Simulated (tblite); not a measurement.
**GFN1-xTB (tblite) on GaN: a test of settings**

Which settings matter? One reference run, then one change at a time; some changes are unwise on purpose.

The COD entry's cell or inner coordinates are ideal or old and differ from later refinements, so a difference from it is no clean test against experiment.

Method: GFN1-xTB (tblite), atoms fixed, no spin polarisation, in tblite 0.8.0.

## Step 1: Starting point

It takes space group P6_3mc (No. 186, hexagonal). The conventional cell has a = 3.183 Å, b = 3.183 Å, c = 5.184 Å, α = 90.00°, β = 90.00°, γ = 120.00°. Around Ga (site symmetry 3m) lie 4 N at 1.95 Å. N (site symmetry 3m) has 4 Ga at 1.95 Å as nearest neighbours.

As a file:

```cif
data_structure
_symmetry_space_group_name_H-M 'P 1'
_symmetry_Int_Tables_number 1
_cell_length_a 3.1831
_cell_length_b 3.1831
_cell_length_c 5.1836
_cell_angle_alpha 90.000
_cell_angle_beta 90.000
_cell_angle_gamma 120.000
_cell_volume 45.49
loop_
_atom_site_label
_atom_site_type_symbol
_atom_site_fract_x
_atom_site_fract_y
_atom_site_fract_z
_atom_site_occupancy
Ga1 Ga 0.33333 0.66667 0.99911 1
Ga2 Ga 0.66667 0.33333 0.49911 1
N1 N 0.33333 0.66667 0.37589 1
N2 N 0.66667 0.33333 0.87589 1
```

## Step 2: The reference run

run.py

```python
import json
from ase import Atoms
from ase.build import make_supercell
from ase.units import Bohr, GPa, Hartree
from tblite.interface import Calculator

atoms = Atoms(['Ga', 'Ga', 'N', 'N'],
              cell=[[3.18315, -0.0, -0.0], [-1.591575, 2.756688, 0.0], [-0.0, 0.0, 5.183626]],
              scaled_positions=[[0.333333, 0.666667, -0.000887], [0.666667, 0.333333, 0.499113], [0.333333, 0.666667, 0.375887], [0.666667, 0.333333, 0.875887]],
              pbc=True)
cluster = make_supercell(atoms, [[3, 0, 0], [0, 3, 0], [0, 0, 2]])
calc = Calculator('GFN1-xTB', cluster.numbers, cluster.positions / Bohr, lattice=cluster.cell[:] / Bohr, periodic=cluster.pbc)
calc.set('temperature', 0.02 / Hartree)
calc.set('max-iter', 150)
res = calc.singlepoint()
levels = res.get('orbital-energies') * Hartree
nv = round(res.get('orbital-occupations').sum() / 2)
cells = len(cluster) // len(atoms)
out = {'energy_per_cell': res.get('energy') * Hartree / cells, 'homo': levels[nv - 1], 'lumo': levels[nv],
       'stress': (-res.get('virial') * Hartree / cluster.get_volume() / GPa).tolist(), 'charges': res.get('charges')[:len(atoms)].tolist(), 'electrons': 2 * nv / cells}
json.dump(out, open('results.json', 'w'))
for key, value in out.items():
    print(key, value)
```

On the command line:

```bash
$ python run.py
```

Output:

```text
------------------------------------------------------------
  cycle        total energy    energy error   density error
------------------------------------------------------------
      1     -133.9582797462  -1.3405910E+02   9.7148418E-01
      2     -74.28312495004   5.9675155E+01   1.2366945E+00
      3     -155.3994382874  -8.1116313E+01   4.5321442E-01
      4     -162.2281348541  -6.8286966E+00   2.8310339E-02
      5     -162.0518708907   1.7626396E-01   5.4951015E-02
      6     -162.2365044380  -1.8463355E-01   6.2557622E-03
      7     -162.2375765670  -1.0721290E-03   3.8221491E-03
      8     -162.2377427159  -1.6614895E-04   2.6537454E-03
      9     -162.2377684838  -2.5767906E-05   2.2852149E-03
     10     -162.2378093713  -4.0887509E-05   2.7816906E-04
     11     -162.2378110681  -1.6967954E-06   1.2023823E-04
     12     -162.2378112934  -2.2531029E-07   5.9135293E-06
------------------------------------------------------------

 total:                                   5.457 sec
energy_per_cell -245.26198393632163
homo -11.402648404216237
lumo -9.906613026956833
stress [[15.454297969614137, 0.0005625200984960265, 4.222187601357927e-06], [0.0005625200984962668, 15.45500669010226, -2.4376829769741434e-06], [4.2221876016080555e-06, -2.437682976262729e-06, 19.239002181219448]]
charges [0.40906108128177987, 0.40906831784260755, -0.4090670288583056, -0.4090654921850192]
electrons 16.0
```

Wall time 6 s (1 thread of Arm Neoverse V2, shared host); peak memory 0.12 GiB.

Gap 1.50 eV; pressure 16.7 GPa. The 72 atoms of the cluster fold only a few k-points onto the zone centre, so gap and energy may not be converged in the cluster's size.

## Step 3: Change: accuracy = 10.0

run.py: that of step 2 with these lines changed.

```diff
@@ -14,2 +14,3 @@
 calc.set('max-iter', 150)
+calc.set('accuracy', 10.0)
 res = calc.singlepoint()
```

On the command line:

```bash
$ python run.py
```

Output:

```text
------------------------------------------------------------
  cycle        total energy    energy error   density error
------------------------------------------------------------
      1     -133.9582771796  -1.3405910E+02   9.7148419E-01
      2     -74.28314810851   5.9675129E+01   1.2366942E+00
      3     -155.3994317465  -8.1116284E+01   4.5321452E-01
      4     -162.2281334229  -6.8287017E+00   2.8310309E-02
      5     -162.0518701769   1.7626325E-01   5.4950930E-02
      6     -162.2365029617  -1.8463278E-01   6.2558687E-03
      7     -162.2375751869  -1.0722253E-03   3.8221741E-03
      8     -162.2377413412  -1.6615426E-04   2.6537506E-03
      9     -162.2377671104  -2.5769163E-05   2.2852122E-03
     10     -162.2378079974  -4.0887000E-05   2.7817032E-04
     11     -162.2378096942  -1.6967900E-06   1.2023876E-04
------------------------------------------------------------

 total:                                   5.044 sec
energy_per_cell -245.2619815186474
homo -11.403672686731671
lumo -9.907804789158952
stress [[15.454141534628416, 0.0005628833746125836, 4.225607328836796e-06], [0.0005628833746130085, 15.454850675563451, -2.4397073714447e-06], [4.22560732921625e-06, -2.4397073711120102e-06, 19.239137111311983]]
charges [0.40905747002006926, 0.4090639964451283, -0.40897435129802395, -0.4089719918829311]
electrons 16.0
```

Run time: 5.7 s. Hardware: 1 thread of Arm Neoverse V2, shared host; peak memory 0.12 GiB.

Against the reference run the gap moves by 0.00 eV and the energy by 0.0 meV/atom.

## Step 4: Change: temperature = 0.001

run.py: that of step 3 with these lines changed.

```diff
@@ -12,5 +12,4 @@
 calc = Calculator('GFN1-xTB', cluster.numbers, cluster.positions / Bohr, lattice=cluster.cell[:] / Bohr, periodic=cluster.pbc)
-calc.set('temperature', 0.02 / Hartree)
+calc.set('temperature', 0.001 / Hartree)
 calc.set('max-iter', 150)
-calc.set('accuracy', 10.0)
 res = calc.singlepoint()
```

On the command line:

```bash
$ python run.py
```

Output:

```text
------------------------------------------------------------
  cycle        total energy    energy error   density error
------------------------------------------------------------
      1     -133.9582797462  -1.3405910E+02   9.7148418E-01
      2     -74.28053314383   5.9677747E+01   1.2366989E+00
      3     -155.3994187581  -8.1118886E+01   4.5321491E-01
      4     -162.2281359092  -6.8287172E+00   2.8310695E-02
      5     -162.0518676936   1.7626822E-01   5.4951462E-02
      6     -162.2365024537  -1.8463476E-01   6.2575742E-03
      7     -162.2375765200  -1.0740663E-03   3.8225557E-03
      8     -162.2377427194  -1.6619940E-04   2.6538408E-03
      9     -162.2377684903  -2.5770887E-05   2.2852901E-03
     10     -162.2378093714  -4.0881139E-05   2.7818310E-04
     11     -162.2378110681  -1.6967151E-06   1.2024380E-04
     12     -162.2378112934  -2.2530773E-07   5.9136446E-06
------------------------------------------------------------

 total:                                   5.409 sec
energy_per_cell -245.26198393632134
homo -11.402648406544314
lumo -9.906613029853569
stress [[15.454297969637599, 0.0005625201149996244, 4.222181518427574e-06], [0.0005625201150000101, 15.455006690137369, -2.437682194429747e-06], [4.222181518409825e-06, -2.437682193912313e-06, 19.239002182732325]]
charges [0.40906108164928195, 0.4090683151239989, -0.4090670290028622, -0.40906549188541685]
electrons 16.0
```

Wall time 6 s (1 thread of Arm Neoverse V2, shared host); peak memory 0.12 GiB.

Against the reference run the gap moves by 0.00 eV and the energy by 0.0 meV/atom.

## Step 5: Change: accuracy = 0.01

run.py: that of step 4 with these lines changed.

```diff
@@ -12,4 +12,5 @@
 calc = Calculator('GFN1-xTB', cluster.numbers, cluster.positions / Bohr, lattice=cluster.cell[:] / Bohr, periodic=cluster.pbc)
-calc.set('temperature', 0.001 / Hartree)
+calc.set('temperature', 0.02 / Hartree)
 calc.set('max-iter', 150)
+calc.set('accuracy', 0.01)
 res = calc.singlepoint()
```

On the command line:

```bash
$ python run.py
```

Output:

```text
------------------------------------------------------------
  cycle        total energy    energy error   density error
------------------------------------------------------------
      1     -133.9582797462  -1.3405910E+02   9.7148418E-01
      2     -74.28312495004   5.9675155E+01   1.2366945E+00
      3     -155.3994382874  -8.1116313E+01   4.5321442E-01
      4     -162.2281348541  -6.8286966E+00   2.8310339E-02
      5     -162.0518708907   1.7626396E-01   5.4951015E-02
      6     -162.2365044380  -1.8463355E-01   6.2557622E-03
      7     -162.2375765670  -1.0721290E-03   3.8221491E-03
      8     -162.2377427159  -1.6614895E-04   2.6537454E-03
      9     -162.2377684838  -2.5767906E-05   2.2852149E-03
     10     -162.2378093713  -4.0887509E-05   2.7816906E-04
     11     -162.2378110681  -1.6967954E-06   1.2023823E-04
     12     -162.2378112934  -2.2531029E-07   5.9135293E-06
     13     -162.2378112937  -2.8020963E-10   2.4665320E-06
     14     -162.2378112938  -6.2385652E-11   2.8338188E-07
     15     -162.2378112938  -2.6716407E-12   8.9263411E-08
------------------------------------------------------------

 total:                                   5.569 sec
energy_per_cell -245.26198393684342
homo -11.402611877370576
lumo -9.906584384676062
stress [[15.454360380163076, 0.0005625274113042979, 4.2222759894001335e-06], [0.0005625274113045957, 15.45506910908896, -2.43775954602041e-06], [4.222275989687214e-06, -2.437759545780092e-06, 19.239085833047696]]
charges [0.40905879097389736, 0.40906638607931123, -0.4090638112728806, -0.4090628448781424]
electrons 16.0
```

Wall time 6.2 s (1 thread of Arm Neoverse V2, shared host); peak memory 0.12 GiB.

Against the reference run the gap moves by 0.00 eV and the energy by 0.0 meV/atom.

## Step 6: Change: charge = 2.0

run.py: that of step 5 with these lines changed.

```diff
@@ -11,6 +11,5 @@
 cluster = make_supercell(atoms, [[3, 0, 0], [0, 3, 0], [0, 0, 2]])
-calc = Calculator('GFN1-xTB', cluster.numbers, cluster.positions / Bohr, lattice=cluster.cell[:] / Bohr, periodic=cluster.pbc)
+calc = Calculator('GFN1-xTB', cluster.numbers, cluster.positions / Bohr, lattice=cluster.cell[:] / Bohr, charge=2.0, periodic=cluster.pbc)
 calc.set('temperature', 0.02 / Hartree)
 calc.set('max-iter', 150)
-calc.set('accuracy', 0.01)
 res = calc.singlepoint()
```

On the command line:

```bash
$ python run.py
```

Output:

```text
------------------------------------------------------------
  cycle        total energy    energy error   density error
------------------------------------------------------------
      1     -146.8375988984  -1.4693842E+02   8.4583677E-01
      2     -110.9569383608   3.5880661E+01   9.4719783E-01
      3     -152.7381405448  -4.1781202E+01   4.8630333E-01
      4     -161.3702886055  -8.6321481E+00   3.2929924E-02
      5     -161.3343170751   3.5971530E-02   3.3378172E-02
      6     -161.3516285105  -1.7311435E-02   1.3963548E-02
      7     -161.3698907015  -1.8262191E-02   3.4408576E-03
      8     -161.3703896258  -4.9892432E-04   2.1276121E-03
      9     -161.3706033270  -2.1370124E-04   9.0598231E-04
     10     -161.3705863500   1.6977050E-05   9.0512768E-04
     11     -161.3706387011  -5.2351123E-05   4.9488231E-04
     12     -161.3706594904  -2.0789321E-05   4.2463656E-05
     13     -161.3706595113  -2.0847352E-08   2.0224591E-05
     14     -161.3706595154  -4.1355861E-09   6.8899626E-06
------------------------------------------------------------

 total:                                   5.510 sec
energy_per_cell -243.95107272671106
homo -12.256617510380577
lumo -12.256614923101315
stress [[13.593472424664597, 0.0009430934736885438, 5.692246247133376e-06], [0.0009430934736892996, 13.594618730698068, -3.286419247600311e-06], [5.692246246940105e-06, -3.2864192475724706e-06, 17.37856527277819]]
charges [0.396751854560381, 0.3967564034477219, -0.3411904603910012, -0.3411947426561619]
electrons 15.88888888888889
```

Wall time 6.1 s (1 thread of Arm Neoverse V2, shared host); peak memory 0.12 GiB.

A charged periodic cell is another system, so nothing is compared.

## Step 7: Change: cluster = 1x1x1

run.py: that of step 6 with these lines changed.

```diff
@@ -10,4 +10,4 @@
               pbc=True)
-cluster = make_supercell(atoms, [[3, 0, 0], [0, 3, 0], [0, 0, 2]])
-calc = Calculator('GFN1-xTB', cluster.numbers, cluster.positions / Bohr, lattice=cluster.cell[:] / Bohr, charge=2.0, periodic=cluster.pbc)
+cluster = make_supercell(atoms, [[1, 0, 0], [0, 1, 0], [0, 0, 1]])
+calc = Calculator('GFN1-xTB', cluster.numbers, cluster.positions / Bohr, lattice=cluster.cell[:] / Bohr, periodic=cluster.pbc)
 calc.set('temperature', 0.02 / Hartree)
```

On the command line:

```bash
$ python run.py
```

Output:

```text
------------------------------------------------------------
  cycle        total energy    energy error   density error
------------------------------------------------------------
      1     -4.316414804072  -4.3220160E+00   1.3149129E+00
      2     -6.717956691055  -2.4015419E+00   6.3728234E-01
      3     -8.080625501504  -1.3626688E+00   1.3540656E-01
      4     -8.089086482692  -8.4609812E-03   7.4608820E-02
      5     -8.089447617733  -3.6113504E-04   1.7882572E-02
      6     -8.089800691446  -3.5307371E-04   1.1116858E-02
      7     -8.090062645701  -2.6195425E-04   1.5758431E-03
      8     -8.090067269977  -4.6242759E-06   4.3875866E-04
      9     -8.090067568741  -2.9876407E-07   8.2667571E-06
------------------------------------------------------------

 total:                                   0.314 sec
energy_per_cell -220.14195157621555
homo -17.988854684233253
lumo -17.988849881828443
stress [[138.72489838157728, -0.00876906500714571, -6.24357071103201e-05], [-0.00876906500713443, 138.71454498997545, 3.604781977072467e-05], [-6.24357071129885e-05, 3.6047819772389676e-05, 119.18119439079828]]
charges [0.3619332887171641, 0.3619421145204627, -0.3619293757119595, -0.361946027525635]
electrons 16.0
```

It took 0.99 s on 1 thread of Arm Neoverse V2, shared host; peak memory 0.091 GiB.

Against the reference run the gap moves by -1.50 eV and the energy by +6280.0 meV/atom. One cell at the zone centre alone can't describe the crystal.

## Step 8: Results

| change | ends | gap (eV) | energy (meV/atom) | pressure (GPa) | time |
| --- | --- | --- | --- | --- | --- |
| none | converged | 1.50 | 0 | 16.7 | 6 s |
| accuracy = 10.0 | converged | 0.00 | 0.0 | 0.0 | 5.7 s |
| temperature = 0.001 | converged | 0.00 | 0.0 | 0.0 | 6 s |
| accuracy = 0.01 | converged | 0.00 | 0.0 | 0.0 | 6.2 s |
| charge = 2.0 | converged | – | – | – | 6.1 s |
| cluster = 1x1x1 | converged | -1.50 | +6280.0 | +115.5 | 0.99 s |

The first row holds values, the others changes from it. Keys are the program's: temperature in eV (tblite) or K (CP2K), cutoffs in Ry, CUTOFP in Å. Among the numerical settings, cluster = 1x1x1 moves the energy most (+6280.0 meV/atom). The changed runs test settings; they are no properties of the crystal.
